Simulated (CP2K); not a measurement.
Al3Pd under changes of volume

One of the cells (15.371 Å³/atom); the others are scaled copies at fixed shape and fractional positions:

```
CELL_PARAMETERS angstrom
3.94691 0.00000 0.00000
0.00000 3.94691 0.00000
0.00000 0.00000 3.94691
ATOMIC_POSITIONS crystal
Pd 0.00000 0.00000 0.00000
Al 0.50000 0.50000 0.00000
Al 0.50000 0.00000 0.50000
Al 0.00000 0.50000 0.50000
```

The cell comes from a database or a generator and needn't be the stable form of this composition.

* Program: CP2K 2026.2
* Functional: PBEsol
* Potentials or basis: POTENTIAL_UZH Pd GTH-PBE-q18, Al GTH-PBE-q3; TZVP-MOLOPT-PBE-GTH basis
* Density cutoff: 6803 eV
* k mesh: 7 × 7 × 7
* Occupations: fermi-dirac, width 0.05 eV
* Spin: no spin polarisation

```csv
volume (Å³/atom),energy over the lowest point (meV/atom),pressure (GPa)
14.449,21.91,8.0
14.756,9.37,5.1
15.064,2.25,2.4
15.371,0.00,0.0
15.679,2.10,-2.1
15.986,?,?
16.294,17.59,-5.8
```

What does the run at 15.986 Å³/atom give?

Energy over the lowest point 8.09 meV/atom; pressure -4.1 GPa.

Worked out: A Birch-Murnaghan fit of order 3 (a polynomial in V^(-2/3)) to the other rows has its minimum at 15.37 Å³/atom with B0 = V·E''(V) = 113 GPa and B' = 4.5. It gives 8.09 meV/atom at 15.986 Å³/atom, against the run's 8.09, and -dE/dV = -4.1 GPa, against -4.1.

Energies are extrapolated to zero smearing.

Caveats: the potentials were made for another functional, which shifts forces and pressure; the basis of atomic orbitals isn't converged, which shifts pressures, moduli and gaps.
